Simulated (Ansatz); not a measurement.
# SeO₂: geometry and frequencies at several levels

The task here is to estimate one member of a computed series from the others.

Program: Ansatz 0.2.0. Level of theory: the levels named in each step. These are calculated values, not measurements.

## The system as given

Bond lengths: O1–Se2 1.568 Å, Se2–O3 1.568 Å. Angles: O1–Se2–O3 109.4°.

As a file:

```xyz
3

O    -1.2595   -0.5736    0.3700
Se   -0.0076    0.2110   -0.1538
O     1.2969   -0.4678    0.3892
```

Set-up of the first run:

The input, input.yaml:

```yaml
crystal:
  periodic: [false, false, false]
  atoms:
    - { symbol: O, position_ang: [-1.32001778, -0.56728059, 0.36313283] }
    - { symbol: Se, position_ang: [-0.00693833, 0.19346283, -0.14104458] }
    - { symbol: O, position_ang: [1.35677611, -0.45651225, 0.38328175] }
basis:
  gaussian: { orbitals: def2-TZVPP }
hamiltonian:
  xc: pbe0
  dispersion: d4
phonons: {}
```

Run with:

```bash
> ansatz run input.yaml --threads 2 --pin off --max-ram 5120MiB --backend cpu --events-out ev --progress --plain --runs-dir out
```

Steps of the session up to this table: Frequencies, PBE0-D4/def2-TZVPP; Relaxation, PBE-D4/def2-TZVPP; Frequencies, PBE-D4/def2-TZVPP; Relaxation, r2SCAN-D4/def2-TZVPP; Frequencies, r2SCAN-D4/def2-TZVPP; Relaxation, B3LYP-D4/def2-TZVPP; Frequencies, B3LYP-D4/def2-TZVPP; Relaxation, B2PLYP/def2-TZVPP; Frequencies, B2PLYP/def2-TZVPP.

One table of the session follows, with a row left open; its other results are not shown here.

It belongs to the step «Geometries side by side». 

```
               level  O1–Se2 (Å)  Se2–O3 (Å)  dipole (D)  highest frequency (cm⁻¹)
  PBE0-D4/def2-TZVPP      1.5991      1.5991        2.80                      1052
   PBE-D4/def2-TZVPP           ?           ?           ?                         ?
r2SCAN-D4/def2-TZVPP      1.6123      1.6123        2.68                      1007
 B3LYP-D4/def2-TZVPP      1.6118      1.6118        2.87                      1010
   B2PLYP/def2-TZVPP      1.6224      1.6224        2.68                       969
```

Estimate the missing values for PBE-D4/def2-TZVPP.

The run gave: O1–Se2 (Å): 1.6315; Se2–O3 (Å): 1.6315; dipole (D): 2.63; highest frequency (cm⁻¹): 958. In the column «O1–Se2 (Å)» it is the highest.
